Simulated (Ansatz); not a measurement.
# H₈OSi₂Sn: up Jacob's ladder to CCSD(T)

The task here is to estimate one member of a computed series from the others.

The runs use Ansatz 0.2.0, Gaussian basis; functionals in def2-TZVPP, the program's frozen cores in correlated methods.

The runs, in order: PBE-D4, r2SCAN-D4, PBE0-D4, B3LYP-D4, ωB97X-V, ωB97M-V, B2PLYP; CCSD(T)/def2-TZVPP; MP2/def2-QZVPP; extrapolation to the limit.

**Structure used throughout**

An earlier PBE0-D4 in a triple-zeta def2 set relaxation fixed the geometry. Sn takes the def2 core potential; no spin-orbit term is included.

12 atoms, charge 0, spin multiplicity 1.

Atoms are counted from 1 here; the program's logs count them from 0.

Bond lengths: O1–Si2 1.654 Å, O1–H5 0.958 Å, Si2–Sn3 2.575 Å, Si2–H6 1.492 Å, Si2–H7 1.484 Å, Sn3–Si4 2.563 Å, Sn3–H8 1.715 Å, Sn3–H9 1.712 Å, Si4–H10 1.487 Å, Si4–H11 1.487 Å, Si4–H12 1.487 Å. Angles: Si2–O1–H5 117.6°, O1–Si2–Sn3 111.8°, O1–Si2–H6 111.3°, O1–Si2–H7 105.4°, Sn3–Si2–H6 109.5°, Sn3–Si2–H7 110.2°, H6–Si2–H7 108.6°, Si2–Sn3–Si4 112.1°, Si2–Sn3–H8 109.3°, Si2–Sn3–H9 110.3°, Si4–Sn3–H8 108.7°, Si4–Sn3–H9 109.6°, H8–Sn3–H9 106.7°, Sn3–Si4–H10 109.9°, Sn3–Si4–H11 109.8°, Sn3–Si4–H12 111.2°, H10–Si4–H11 108.6°, H10–Si4–H12 108.7° and more.

Set-up of the first run:

Input file in.yaml:

```yaml
crystal:
  periodic: [false, false, false]
  atoms:
    - {symbol: O, position_ang: [-1.862701, 1.762194, -0.725892]}
    - {symbol: Si, position_ang: [-0.626934, 1.837445, 0.370176]}
    - {symbol: Sn, position_ang: [0.232646, -0.506117, 1.001724]}
    - {symbol: Si, position_ang: [1.161747, -1.769295, -1.025427]}
    - {symbol: H, position_ang: [-2.660502, 1.301155, -0.463502]}
    - {symbol: H, position_ang: [-1.041298, 2.565563, 1.604675]}
    - {symbol: H, position_ang: [0.446328, 2.612237, -0.299661]}
    - {symbol: H, position_ang: [-1.051999, -1.418616, 1.678282]}
    - {symbol: H, position_ang: [1.440963, -0.388684, 2.208490]}
    - {symbol: H, position_ang: [2.275133, -0.995446, -1.636220]}
    - {symbol: H, position_ang: [0.091947, -1.944637, -2.043432]}
    - {symbol: H, position_ang: [1.671770, -3.110797, -0.635216]}
basis:
  gaussian: {orbitals: def2-TZVPP}
hamiltonian: {xc: pbe, dispersion: d4}
output: {forces: true, orbitals: {seedname: orbitals}}
```

Launch:

```bash
> ansatz run in.yaml --threads 4 --pin off --events-out ev --progress --plain --max-ram 10444MiB
```

Among the steps run: PBE-D4 (GGA); r2SCAN-D4 (meta-GGA); PBE0-D4 (hybrid); B3LYP-D4 (hybrid); ωB97X-V (range-separated); ωB97M-V (range-separated); B2PLYP (double hybrid); CCSD(T) in def2-TZVPP; MP2 in def2-QZVPP.

One table of the session follows, with a row left open; its other results are not shown here.

| method | atomisation energy (kJ/mol) |
| --- | --- |
| PBE-D4 | 3440.1 |
| r2SCAN-D4 | 3470.8 |
| PBE0-D4 | 3419.7 |
| B3LYP-D4 | 3464.3 |
| ωB97X-V | 3512.3 |
| ωB97M-V | 3476.5 |
| B2PLYP | 3416.1 |
| HF/def2-TZVPP | 2551.3 |
| MP2/def2-TZVPP | 3374.1 |
| CCSD/def2-TZVPP | 3368.4 |
| CCSD(T)/def2-TZVPP | 3405.7 |
| MP2/CBS | 3475.3 |
| CCSD(T)/CBS | ? |

Q: Estimate the row for CCSD(T)/CBS from the others.

As computed: atomisation energy (kJ/mol): 3506.9. In the column «atomisation energy (kJ/mol)» it lies between ωB97M-V (3476.5) and ωB97X-V (3512.3).

Limits of these values: Free atoms (1 O, 2 Si, 1 Sn, 8 H) were run apart at each level; the atomisation energy is their sum less the molecule, without zero-point or spin-orbit terms.
